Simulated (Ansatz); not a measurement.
# Cr: a surface, (110), 3 layers

Aim: cut a slab of Cr (110), 3 layers from the relaxed bulk, relax it, and get surface energy and work function. The runs shown use PAW. Its runs: bulk cell relaxed (PAW); bulk in the slab's orientation (PAW); the reference run (PAW); atoms relaxed (PAW); vacuum of 11 Å (PAW).

Computed with Ansatz 0.2.0 (DFT, r2SCAN, PAW with Ansatz's default frozen-core files, scalar-relativistic, unless a step's input says otherwise).

1 further run of the same task is left out (it didn't finish).

## Step 1: The structure to begin with

The structure is cubic, space group Im-3m (No. 229). The conventional cell has a = 2.964 Å, b = 2.964 Å, c = 2.964 Å, α = 90.00°, β = 90.00°, γ = 90.00°. Cr (site symmetry m-3m) is surrounded by 8 Cr at 2.57 Å.

Coordinates:

```xyz
1
Lattice="-1.4818 1.4818 1.4818 1.4818 -1.4818 1.4818 1.4818 1.4818 -1.4818" Properties=species:S:1:pos:R:3 pbc="T T T"
Cr    0.0000    0.0000    0.0000
```

## Step 2: Bulk cell relaxed, PAW

File input.yaml:

```yaml
crystal:
  lattice:
    - [-1.481817526, 1.481817526, 1.481817526]
    - [1.481817526, -1.481817526, 1.481817526]
    - [1.481817526, 1.481817526, -1.481817526]
  atoms:
    - { symbol: Cr, position: [0.0, 0.0, 0.0], spin: 2.0 }
magnetization:
  spin_polarized: true
kpoints:
  mp_grid: { grid: [20, 20, 20] }
scf:
  occupations: { method: fermi_dirac, width: 0.08 }
hamiltonian:
  xc: r2scan
  pseudopotentials: { kind: paw }
output:
  forces: true
  stress: true
relax:
  f_tol: 0.005
  max_steps: 40
  cell: {}
```

Command:

```bash
$ ansatz run input.yaml --threads 2 --pin off --max-ram 6144MiB --backend cpu --events-out ev --progress --plain --runs-dir out
```

After this run come: Bulk in the slab's orientation, PAW; Slab as cut, PAW; Atoms relaxed, PAW; Vacuum of 11 Å, PAW.

Q: Predict the outcome of this session. Wanted: surface energy; work function; outer layer spacing.

The runs gave:

```
                     quantity          value
surface energy (PAW, relaxed)      3.66 J/m²
 work function (PAW, relaxed)        4.97 eV
    outer layer spacing (PAW)  2.00 → 1.93 Å
```

By PAW the surface costs 3.70 J/m² as cut and 3.66 J/m² relaxed. The outermost spacing changes by -3.3 % (PAW). Vacuum of 11 Å moves the work function by less than 0.01 eV (PAW). Thickness wasn't converged, and no reconstruction was sought. The program warned that the vacuum holds more density than its bound, so energies and levels may be slightly off.
